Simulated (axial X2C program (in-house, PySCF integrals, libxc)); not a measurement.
# All-electron X2C curves of NbH⁻

Aim: find the lowest determinant of NbH⁻, scan the bond at several levels and fit the constants, once spin-free and once with spin–orbit coupling.

Computed with an in-house X2C program for linear molecules on PySCF integrals. Level: all-electron X2C, Nb dyall-acv3z, H dyall-av3z.

All values are calculated.

## (1) The job

task.json reads:

```json
{"zs": [41, 1], "q": -1, "bas": ["dyall-acv3z", "dyall-av3z"], "levels": ["PBE0", "HF", "BLYP"], "cc": true, "r0": 1.79, "thr": -2.0, "nmax": 90, "npts": 10, "nst": 2, "ntry": 6}
```

Keys: zs atomic numbers; q charge; bas basis sets; levels methods (HF also brings MP2); cc coupled cluster on or off; r0 starting distance in Å; thr threshold in hartree for freezing inner shells (an s shell follows its p shell); nmax most natural virtual spinors; npts points asked for on the curve; nst determinants followed; ntry starts of the search.

Started as:

```bash
python so2c.py task.json out
```

Spin-free means the one-electron spin-free X2C Hamiltonian; two-component (2c) means X2C with spin–orbit coupling and atomic mean-field two-electron Coulomb and Gaunt terms. Basis: Nb dyall-acv3z contracted to [12s13p10d5f3g], H dyall-av3z contracted to [7s3p2d]; Gaussian nuclei, density fitting. Masses: Nb 92.906 u, H 1.008 u.

Notation: σ, π±, δ± give the projection m of an orbital's angular momentum (0, ±1, ±2), α and β its spin, Λ and M_S the sums; ω is the projection of a spinor's total angular momentum and Ω the sum. Logs are in hartree.

The results follow Hamiltonian by Hamiltonian and level by level.

## (2) Which state to follow

PBE0 moves the distance from 1.790 Å to 1.872 Å and compares determinants there.

Spin-free determinants:

| ΔE (eV) | state | open shells |
| --- | --- | --- |
| 0.00 | M_S = 5/2, Λ = 0 | beyond closed shells: σα, π+α, π-α, δ+α, δ-α |
| 0.31 | M_S = 3/2, Λ = 1 | beyond closed shells: π+α, δ+α, δ-α |
| 0.31 | M_S = 3/2, Λ = 2 | beyond closed shells: π+α, π-α, δ+α |
| 0.39 | M_S = 5/2, Λ = 1 | beyond closed shells: 2 × σα, π+α, δ+α, δ-α |
| 0.53 | M_S = 5/2, Λ = 2 | beyond closed shells: 2 × σα, π+α, π-α, δ+α |
| 0.79 | M_S = 5/2, Λ = 3 | beyond closed shells: σα, 2 × π+α, π-α, δ+α |
| 0.81 | M_S = 5/2, Λ = 1 | beyond closed shells: σα, π+α, 2 × π-α, δ+α |

Two-component determinants:

```csv
ΔE (eV),state,open shells
0.00,Ω = 5/2,excess of +ω over −ω: ω = 5/2
0.25,Ω = 1/2,excess of +ω over −ω: ω = 1/2
0.28,Ω = 1/2,"excess of +ω over −ω: ω = -1/2, ω = -3/2, ω = 5/2"
0.36,Ω = 3/2,"excess of +ω over −ω: ω = 1/2, ω = -3/2, ω = 5/2"
0.37,Ω = 7/2,"excess of +ω over −ω: ω = -1/2, ω = 3/2, ω = 5/2"
0.41,Ω = 7/2,"excess of +ω over −ω: 2 × ω = 1/2, ω = 5/2"
0.59,Ω = 9/2,"excess of +ω over −ω: ω = 1/2, ω = 3/2, ω = 5/2"
```

## (3) PBE0, spin-free

State followed: M_S = 5/2, Λ = 0 (beyond closed shells: σα, π+α, π-α, δ+α, δ-α). The scan is laid around 1.872 Å, a first estimate of the minimum, and this SCF restarts from the orbitals of the search.

The SCF at the reference distance of 1.872 Å:

```text
spin-free X2C-1e  PBE0
basis functions 189  fitting functions 883  grid points 5075
iter        total energy     max residual
   1      -3819.698822614     9.77e-06
   2      -3819.698822619     1.58e-05
   3      -3819.698822625     4.76e-06
   4      -3819.698822627     2.33e-06
   5      -3819.698822628     8.31e-07
converged
one-electron -5304.08832182  Coulomb 1592.95526134  exact exchange -29.56784028  xc functional -90.58780736  nuclear repulsion 11.58988550
```

Along the bond, energies from the lowest point:

| R (Å) | E (eV) | μ (D) | HOMO (eV) | LUMO (eV) | iterations |
| --- | --- | --- | --- | --- | --- |
| 1.704 | 0.1297 | -0.07 | 0.88 | 1.69 | 16 |
| 1.760 | 0.0531 | -0.24 | 0.84 | 1.70 | 16 |
| 1.816 | 0.0121 | -0.43 | 0.80 | 1.71 | 16 |
| 1.872 | 0.0000 | -0.63 | 0.75 | 1.72 | 5 |
| 1.938 | 0.0147 | -0.89 | 0.70 | 1.72 | 16 |
| 2.003 | 0.0536 | -1.17 | 0.65 | 1.73 | 16 |
| 2.087 | 0.1296 | -1.55 | 0.58 | 1.74 | 16 |

Dipoles are positive if H is the positive end and refer to the centre of mass.

Outer orbitals at the reference distance:

```
symmetry  occupied  ε (eV)              atomic character
     π+α       yes  -32.17                      99% Nb p
     π-α       yes  -32.17                      99% Nb p
      σα       yes  -32.08                      96% Nb p
      σβ       yes  -29.73                      96% Nb p
     π-β       yes  -29.15                      99% Nb p
     π+β       yes  -29.15                      99% Nb p
      σα       yes   -2.46   56% H s, 19% Nb s, 17% Nb d
      σβ       yes   -2.03   60% H s, 16% Nb d, 13% Nb s
      σα       yes    0.21  51% Nb s, 20% Nb d, 17% Nb p
     π+α       yes    0.63     91% Nb d, 4% Nb p, 3% H p
     π-α       yes    0.63     91% Nb d, 4% Nb p, 3% H p
     δ+α       yes    0.75                      99% Nb d
     δ-α       yes    0.75                      99% Nb d
     π+α        no    1.72                      99% Nb p
     π-α        no    1.72                      99% Nb p
      σα        no    1.74             95% Nb p, 4% Nb s
      σα        no    1.94     89% Nb s, 5% H s, 4% Nb p
```

PBE0 fields in the half plane through the axis: z from -2.4 to 4.2 Å across, distance from the axis 0.15 to 2.25 Å upwards; Nb lies at z = 0 and H at z = 1.872 Å; the ELF is damped to zero where the density is low.

log10 density (e/bohr³). Ten even steps from ' ' (-4.67 ) to '@' (1.63 ):
```
::::::::------------::::::::::::........      
::::::--------------------::::::::::......    
::::------==========------------::::::......  
::::----==================----------::::....  
::------====++++++++++==========------::::....
::------==++++******++++++++++======--::::....
::::----==++**######**++++++++++====----::::..
::::----==++##%%@@%%**++++++****++==----::::..
```

ELF. Ten even steps from '0' (0.00 ) to '9' (1.00 ):
```
34666654321100000000000
35677654321111111100000
35666654221112345420000
34556553222224688873000
12344444433236899997300
01112467775238999999610
00000476267249999999720
00000473436259999999830
```

Re = 1.871 Å, ωe = 1414 cm⁻¹, ωexe = 28.6 cm⁻¹, Be = 4.829 cm⁻¹, De = 2.67 eV, μ = -0.63 D.

## (4) HF, spin-free

The SCF at the reference distance of 1.872 Å:

```text
spin-free X2C-1e  HF
basis functions 189  fitting functions 883  grid points 5075
iter        total energy     max residual
   1      -3817.814536122     2.56e-01
   2      -3817.835698963     8.62e-03
   3      -3817.838721951     4.64e-03
   4      -3817.839771314     3.49e-03
   5      -3817.840620091     2.44e-03
   6      -3817.841099148     1.45e-03
   7      -3817.841260564     7.24e-04
   8      -3817.841333955     3.72e-04
   9      -3817.841360748     2.64e-04
  10      -3817.841378305     1.54e-04
  11      -3817.841385576     4.92e-05
  12      -3817.841386262     2.73e-05
  13      -3817.841386292     1.25e-05
  14      -3817.841386298     3.96e-06
  15      -3817.841386299     1.06e-06
converged
one-electron -5303.27837297  Coulomb 1592.20179157  exact exchange -118.35469039  xc functional 0.00000000  nuclear repulsion 11.58988550
```

No constants are quoted: too few points lie around the minimum for a second fit to confirm the first.

## (5) BLYP, spin-free

Output at 1.872 Å:

```text
spin-free X2C-1e  BLYP
basis functions 189  fitting functions 883  grid points 5075
iter        total energy     max residual
   1      -3820.137538450     1.04e-01
   2      -3819.573767987     1.68e-01
   3      -3819.458976584     1.57e-01
   4      -3819.917251600     9.43e-02
   5      -3820.083829448     4.77e-02
   6      -3820.125898176     2.72e-02
   7      -3820.139793420     1.52e-02
   8      -3820.135208683     2.00e-02
   9      -3820.145112100     2.92e-03
  10      -3820.142188760     1.12e-02
  11      -3820.145238169     2.36e-03
  12      -3820.145362997     6.89e-04
  13      -3820.145359590     7.61e-04
  14      -3820.145373030     1.97e-04
  15      -3820.145374032     1.66e-05
  16      -3820.145374028     2.07e-05
  17      -3820.145374037     7.27e-06
  18      -3820.145374039     2.74e-06
converged
one-electron -5302.41363830  Coulomb 1591.22277991  exact exchange 0.00000000  xc functional -120.54440115  nuclear repulsion 11.58988550
```

Re = 1.851 Å, ωe = 1457 cm⁻¹, ωexe = 31.4 cm⁻¹, Be = 4.936 cm⁻¹, De = 2.74 eV, μ = -0.28 D.

## (6) MP2, spin-free

Correlated methods: 15 electrons correlated (frozen shells, counted by type: Nb 3 s, 2 p, 1 d; H none), 261 virtual spinors in MP2.

Output of the correlated part at 1.872 Å:

```text
correlated 15  virtual 261  natural virtual 89  E(MP2) -0.385756433  MP2 remainder -0.020634288
iter   CCSD correlation   residual
   1     -0.368982831   1.14e-01
   2     -0.377308261   4.77e-02
   3     -0.379233007   2.86e-02
   4     -0.379487907   1.75e-02
   5     -0.379818160   1.00e-02
   6     -0.380027262   5.27e-03
   7     -0.380032553   2.11e-03
   8     -0.380046785   1.13e-03
   9     -0.380028595   6.36e-04
  10     -0.380035904   3.33e-04
  11     -0.380036741   1.34e-04
  12     -0.380038681   5.40e-05
  13     -0.380038810   2.02e-05
  14     -0.380039136   1.13e-05
  15     -0.380039283   6.68e-06
  16     -0.380039429   3.75e-06
  17     -0.380039499   2.06e-06
  18     -0.380039517   1.00e-06
(T) -0.013312254  T1 0.0535  D1 0.1882  max T2 0.055
```

T1 in the output is the amplitude norm over the root of the electron number; divide by √2 for the Lee–Taylor value.

Coupled cluster ran at too few distances for a curve.

MP2: Re = 1.872 Å, ωe = 1408 cm⁻¹, Be = 4.825 cm⁻¹, De = 2.58 eV.

## (7) A higher determinant, spin-free

State: M_S = 3/2, Λ = 1 (beyond closed shells: π+α, δ+α, δ-α).

Output at the reference distance:

```text
spin-free X2C-1e  PBE0
basis functions 189  fitting functions 883  grid points 5075
iter        total energy     max residual
   1      -3819.687570174     4.83e-06
   2      -3819.687570180     3.58e-06
   3      -3819.687570181     1.99e-06
converged
one-electron -5301.27102481  Coulomb 1590.04546380  exact exchange -29.54429146  xc functional -90.50760321  nuclear repulsion 11.58988550
```

| R (Å) | E above the lowest PBE0 point (eV) |
| --- | --- |
| 1.704 | 0.376 |
| 1.760 | 0.320 |
| 1.816 | 0.299 |
| 1.872 | 0.306 |
| 1.938 | 0.343 |
| 2.003 | 0.403 |
| 2.087 | 0.505 |

Re = 1.828 Å, ωe = 1526 cm⁻¹, ωexe = 28.4 cm⁻¹, Be = 5.062 cm⁻¹, μ = 3.96 D. ⟨S²⟩ = 4.30 against 3.75 for a pure state, so this determinant mixes spins. Te = 0.30 eV.

## (8) The spin-free curves together

Energy (eV) of the followed determinant, spin-free, from each level's lowest point:

| R (Å) | PBE0 | HF | MP2 | BLYP |
| --- | --- | --- | --- | --- |
| 1.704 | 0.130 | 0.385 | 0.129 | 0.102 |
| 1.760 | 0.053 | 0.239 | 0.053 | 0.035 |
| 1.816 | 0.012 | 0.135 | 0.012 | 0.003 |
| 1.872 | 0.000 | 0.064 | 0.000 | 0.000 |
| 1.938 | 0.015 | 0.017 | 0.014 | 0.024 |
| 2.003 | 0.054 | 0.000 | 0.053 | 0.072 |
| 2.087 | 0.130 | 0.012 | 0.129 | 0.157 |

## (9) PBE0, 2c

State followed: Ω = 5/2 (excess of +ω over −ω: ω = 5/2). The scan is laid around 1.872 Å, a first estimate of the minimum, and this SCF restarts from the orbitals of the search.

Output at 1.872 Å:

```text
two-component X2C + atomic mean field  PBE0
basis functions 189  fitting functions 883  grid points 5075
iter        total energy     max residual
   1      -3818.207133909     8.92e-06
   2      -3818.207133916     5.56e-06
   3      -3818.207133918     4.56e-06
converged
one-electron -5300.13091559  Coulomb 1592.17629278  exact exchange -29.55373561  xc functional -90.54519137  nuclear repulsion 11.58988550  atomic mean-field constant -1.74346962
```

Along the bond, energies from the lowest point:

| R (Å) | E (eV) | μ (D) | HOMO (eV) | LUMO (eV) | iterations |
| --- | --- | --- | --- | --- | --- |
| 1.704 | 0.1283 | -0.08 | 0.94 | 1.69 | 16 |
| 1.760 | 0.0522 | -0.25 | 0.90 | 1.70 | 16 |
| 1.816 | 0.0118 | -0.44 | 0.85 | 1.71 | 16 |
| 1.872 | 0.0000 | -0.64 | 0.81 | 1.71 | 3 |
| 1.938 | 0.0151 | -0.90 | 0.76 | 1.72 | 16 |
| 2.003 | 0.0542 | -1.17 | 0.71 | 1.73 | 16 |
| 2.087 | 0.1303 | -1.55 | 0.64 | 1.74 | 16 |

Dipoles are positive if H is the positive end and refer to the centre of mass.

Outer spinors at the reference distance:

```json
{"ω": "-1/2", "occupied": "yes", "ε (eV)": "-33.11", "atomic character": "99% Nb p", "λ mixture": "92% π, 8% σ"}
{"ω": "1/2", "occupied": "yes", "ε (eV)": "-32.42", "atomic character": "97% Nb p", "λ mixture": "87% σ, 13% π"}
{"ω": "3/2", "occupied": "yes", "ε (eV)": "-31.46", "atomic character": "99% Nb p", "λ mixture": "100% π"}
{"ω": "1/2", "occupied": "yes", "ε (eV)": "-29.45", "atomic character": "99% Nb p", "λ mixture": "87% π, 13% σ"}
{"ω": "-1/2", "occupied": "yes", "ε (eV)": "-29.41", "atomic character": "97% Nb p", "λ mixture": "92% σ, 8% π"}
{"ω": "-3/2", "occupied": "yes", "ε (eV)": "-28.42", "atomic character": "99% Nb p", "λ mixture": "100% π"}
{"ω": "1/2", "occupied": "yes", "ε (eV)": "-2.46", "atomic character": "56% H s, 19% Nb s, 17% Nb d", "λ mixture": "100% σ"}
{"ω": "-1/2", "occupied": "yes", "ε (eV)": "-2.02", "atomic character": "60% H s, 16% Nb d, 13% Nb s", "λ mixture": "100% σ"}
{"ω": "1/2", "occupied": "yes", "ε (eV)": "0.21", "atomic character": "51% Nb s, 20% Nb d, 17% Nb p", "λ mixture": "100% σ"}
{"ω": "-1/2", "occupied": "yes", "ε (eV)": "0.60", "atomic character": "91% Nb d, 4% Nb p, 3% H p", "λ mixture": "100% π"}
{"ω": "3/2", "occupied": "yes", "ε (eV)": "0.66", "atomic character": "91% Nb d, 4% Nb p, 3% H p", "λ mixture": "100% π"}
{"ω": "-3/2", "occupied": "yes", "ε (eV)": "0.69", "atomic character": "99% Nb d", "λ mixture": "100% δ"}
{"ω": "5/2", "occupied": "yes", "ε (eV)": "0.81", "atomic character": "99% Nb d", "λ mixture": "100% δ"}
{"ω": "-1/2", "occupied": "no", "ε (eV)": "1.71", "atomic character": "99% Nb p", "λ mixture": "100% π"}
{"ω": "3/2", "occupied": "no", "ε (eV)": "1.72", "atomic character": "99% Nb p", "λ mixture": "100% π"}
{"ω": "1/2", "occupied": "no", "ε (eV)": "1.75", "atomic character": "95% Nb p, 4% Nb s", "λ mixture": "100% σ"}
{"ω": "1/2", "occupied": "no", "ε (eV)": "1.94", "atomic character": "89% Nb s, 5% H s, 5% Nb p", "λ mixture": "100% σ"}
```

PBE0 fields in the half plane through the axis: z from -2.4 to 4.2 Å across, distance from the axis 0.15 to 2.25 Å upwards; Nb lies at z = 0 and H at z = 1.872 Å; the ELF is damped to zero where the density is low.

log10 density (e/bohr³). Ten even steps from '0' (-4.67 ) to '9' (1.63 ):
```
22223333332222221111000
22233333333332222211100
22333444443333332221110
22334444444443333322110
23334455555444443332211
23334556665555544432211
22334567776555554433221
22334578986555665433221
```

ELF. Ten even steps from ' ' (0.00 ) to '@' (1.00 ):
```
--==********++==--::....                      
--++**####**++==--::................          
--++********++==::::......::--==++==::        
--==++++**++++--::::::::::==**%%%%%%##--      
..::--============----::--**%%@@@@@@@@##--    
  ......::==**######++::--%%@@@@@@@@@@@@**..  
          ==##**::**##::==@@@@@@@@@@@@@@##::  
          ==##--==--**::++@@@@@@@@@@@@@@%%--  
```

Re = 1.870 Å, ωe = 1414 cm⁻¹, ωexe = 28.5 cm⁻¹, Be = 4.833 cm⁻¹, De = 2.67 eV, μ = -0.63 D.

## (10) HF, 2c

Output at 1.872 Å:

```text
two-component X2C + atomic mean field  HF
basis functions 189  fitting functions 883  grid points 5075
iter        total energy     max residual
   1      -3816.323149371     2.56e-01
   2      -3816.344318704     8.68e-03
   3      -3816.347346152     4.64e-03
   4      -3816.348398440     3.49e-03
   5      -3816.349250588     2.44e-03
   6      -3816.349733389     1.45e-03
   7      -3816.349897121     7.27e-04
   8      -3816.349971909     3.82e-04
   9      -3816.349999260     2.70e-04
  10      -3816.350017193     1.56e-04
  11      -3816.350024535     5.04e-05
  12      -3816.350025239     2.74e-05
  13      -3816.350025278     1.24e-05
  14      -3816.350025291     5.57e-06
  15      -3816.350025297     3.86e-06
  16      -3816.350025301     2.72e-06
  17      -3816.350025303     1.59e-06
  18      -3816.350025304     6.73e-07
converged
one-electron -5299.31876340  Coulomb 1591.42064340  exact exchange -118.29832118  xc functional 0.00000000  nuclear repulsion 11.58988550  atomic mean-field constant -1.74346962
```

No constants are quoted: too few points lie around the minimum for a second fit to confirm the first.

## (11) BLYP, 2c

The SCF at the reference distance of 1.872 Å:

```text
two-component X2C + atomic mean field  BLYP
basis functions 189  fitting functions 883  grid points 5075
iter        total energy     max residual
   1      -3818.645457099     1.07e-01
   2      -3817.392822831     2.48e-01
   3      -3817.903598816     1.63e-01
   4      -3818.344934357     1.09e-01
   5      -3818.542563275     6.56e-02
   6      -3818.613576768     4.11e-02
   7      -3818.637302740     2.81e-02
   8      -3818.648830080     1.43e-02
   9      -3818.460860512     8.67e-02
  10      -3818.589179858     5.06e-02
  11      -3818.639407469     2.38e-02
  12      -3818.652114557     6.99e-03
  13      -3818.649430995     1.25e-02
  14      -3818.653251736     1.95e-03
  15      -3818.653281248     1.56e-03
  16      -3818.653339279     3.38e-04
  17      -3818.653341906     7.94e-05
  18      -3818.653342054     1.58e-05
  19      -3818.653342058     7.94e-06
  20      -3818.653342060     2.40e-06
converged
one-electron -5298.43443140  Coulomb 1590.42141417  exact exchange 0.00000000  xc functional -120.48674070  nuclear repulsion 11.58988550  atomic mean-field constant -1.74346962
```

No constants are quoted: only 5 points converged.

## (12) MP2, 2c

Correlated methods: 15 electrons correlated (frozen shells, counted by type: Nb 3 s, 2 p, 1 d; H none), 261 virtual spinors in MP2.

MP2: Re = 1.871 Å, ωe = 1407 cm⁻¹, Be = 4.829 cm⁻¹, De = 2.52 eV.

## (13) A higher determinant, 2c

State: Ω = 1/2 (excess of +ω over −ω: ω = 1/2).

Output at the reference distance:

```text
two-component X2C + atomic mean field  PBE0
basis functions 189  fitting functions 883  grid points 5075
iter        total energy     max residual
   1      -3818.197891708     3.11e-06
   2      -3818.197891709     3.19e-06
converged
one-electron -5297.35108227  Coulomb 1589.28806202  exact exchange -29.52592621  xc functional -90.45536113  nuclear repulsion 11.58988550  atomic mean-field constant -1.74346962
```

| R (Å) | E above the lowest PBE0 point (eV) |
| --- | --- |
| 1.704 | 0.269 |
| 1.760 | 0.233 |
| 1.816 | 0.229 |
| 1.872 | 0.251 |
| 1.938 | 0.303 |
| 2.003 | 0.375 |
| 2.087 | 0.488 |

Re = 1.795 Å, ωe = 1558 cm⁻¹, ωexe = 29.6 cm⁻¹, Be = 5.251 cm⁻¹, μ = 2.29 D. Te = 0.23 eV.

## (14) The 2c curves together

Energy (eV) of the followed determinant, 2c, from each level's lowest point:

| R (Å) | PBE0 | HF | MP2 | BLYP |
| --- | --- | --- | --- | --- |
| 1.704 | 0.128 | 0.383 | 0.128 | n/a |
| 1.760 | 0.052 | 0.238 | 0.052 | n/a |
| 1.816 | 0.012 | 0.134 | 0.012 | 0.003 |
| 1.872 | 0.000 | 0.064 | 0.000 | 0.000 |
| 1.938 | 0.015 | 0.017 | 0.015 | 0.025 |
| 2.003 | 0.054 | 0.000 | 0.053 | 0.073 |
| 2.087 | 0.130 | 0.013 | 0.129 | 0.158 |

Time for the job: 3.7 min (1 thread of Intel Xeon Platinum 8488C (Sapphire Rapids), shared host).

## (15) Constants

Lowest determinant that the search found at its distance, spin-free: M_S = 5/2, Λ = 0 (beyond closed shells: σα, π+α, π-α, δ+α, δ-α).

Lowest determinant that the search found at its distance, 2c: Ω = 5/2 (excess of +ω over −ω: ω = 5/2).

| Hamiltonian | level | Re (Å) | ωe (cm⁻¹) | De (eV) |
| --- | --- | --- | --- | --- |
| spin-free | PBE0 | 1.871 | 1414 | 2.67 |
| spin-free | MP2 | 1.872 | 1408 | 2.58 |
| spin-free | BLYP | 1.851 | 1457 | 2.74 |
| 2c | PBE0 | 1.870 | 1414 | 2.67 |
| 2c | MP2 | 1.871 | 1407 | 2.52 |

No constants: spin-free HF (too few points lie around the minimum for a second fit to confirm the first); 2c HF (too few points lie around the minimum for a second fit to confirm the first); 2c BLYP (only 5 points converged).

Time per point (s) on 1 thread of Intel Xeon Platinum 8488C (Sapphire Rapids), shared host (2c runs); the times are rough: PBE0 0.98, MP2 0.83.

In words: At MP2, going from spin-free to two-component changes Re by -1 mÅ, ωe by 0.0 %; the spin-free picture holds up (part of it comes from the scalar share of the two-electron terms). De moves by -0.06 eV; both De rest on single-determinant atoms, which can miss part of an open shell's spin–orbit lowering. The highest occupied level is positive at the mean-field levels quoted, but negative in the Hartree–Fock runs, so self-interaction plays a part.

De refers to Nb + H-, each in the lowest determinant found, which need not be this curve's own limit. The state is a single determinant with fixed occupations, the lowest that a limited PBE0 search found. De is counted from the lowest determinant-based energies of the atoms at the same level, without counterpoise correction. Density functionals use the spin component along the axis (collinear). With several unpaired electrons one determinant need not be a pure state. At some level an empty orbital lies below a filled one.
